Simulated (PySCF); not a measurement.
# IRb (RbI): the cost of one run

Computed with PySCF 2.14.0 and routines of our own; the level stands in each step. Atoms count from 0.

### Step 1. The system as given

2 atoms, charge 0, multiplicity 1; geometry from: GFN2-xTB.

### Step 2. Optimising the geometry at PBE0-D3(BJ)/def2-SVP

Job settings and geometry (Å):

```
{"job": {"xc": "PBE0", "basis": "def2-SVP", "d3": "d3bj", "grid": 1, "maxiter": 30, "shake": 0.01, "kind": "geom"}, "charge": 0, "multiplicity": 1}
Rb     1.647950    -0.028460     0.001350
I     -1.630460    -0.000350    -0.013480
```

On the command line:

```
$ OMP_NUM_THREADS=1 python heavy_run.py task.json out
```

The driver reads the jobs from task.json and runs them one after another.

Q: Estimate the wall time and peak memory of this first job on 1 thread of Intel Xeon 6975P-C, shared host.

About 3.2 s, with a peak of 0.27 GiB.
